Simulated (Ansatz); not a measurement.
**GeBrF (SMILES [F][Ge][Br]): one structure at several levels**

An exercise on one series of results from a longer session: the logs are not shown, and one member is left open.

The runs use Ansatz 0.2.0, Gaussian basis; single points in def2-TZVPP.

Correlated methods freeze the cores. Filled d shells of the heavier atoms are correlated.

## The starting structure

3 atoms, charge 0, spin multiplicity 1.

Atoms are counted from 1 here; the program's logs count them from 0.

Bond lengths: F1–Ge2 1.891 Å, Ge2–Br3 2.502 Å. Angles: F1–Ge2–Br3 100.5°.

As a file:

```
F    -0.8306    1.3551   -0.2542
Ge   -0.7596   -0.5239   -0.4544
Br    1.4270   -1.0178    0.6573
```

Set-up of the first run:

run/in.yaml

```yaml
crystal:
  periodic: [false, false, false]
  atoms:
    - {symbol: F, position_ang: [-0.830600, 1.355100, -0.254200]}
    - {symbol: Ge, position_ang: [-0.759600, -0.523900, -0.454400]}
    - {symbol: Br, position_ang: [1.427000, -1.017800, 0.657300]}
basis:
  gaussian: {orbitals: def2-TZVPP}
correlation: {method: ccsd_t}
output: {forces: true}
```

No record of the launch command was kept for these runs.

Steps of the session up to this table: CCSD(T)/def2-TZVPP; PBE0-D4/def2-TZVPP; wB97M-V/def2-TZVPP; r2SCAN-D4/def2-TZVPP; PBE-D4/def2-TZVPP; wB97X-V/def2-TZVPP; BHLYP-D4/def2-TZVPP.

One table of the session follows, with a row left open; its other results are not shown here.

```
   method  RMS force component (eV/Å)  angle to CCSD(T) forces (°)  dipole (D)
  CCSD(T)                       1.458                    reference        3.09
  PBE0-D4                       1.369                          0.4        3.16
  wB97M-V                       1.397                          0.4        3.35
r2SCAN-D4                       1.342                          0.9        2.95
   PBE-D4                       1.064                          1.1        2.89
  wB97X-V                           ?                            ?           ?
 BHLYP-D4                       1.488                          3.2        3.46
```

**Question.** Estimate the row for wB97X-V.

The run gave: RMS force component (eV/Å): 1.438; angle to CCSD(T) forces (°): 0.6; dipole (D): 3.31. In the column «RMS force component (eV/Å)» it lies between wB97M-V (1.397) and CCSD(T) (1.458).
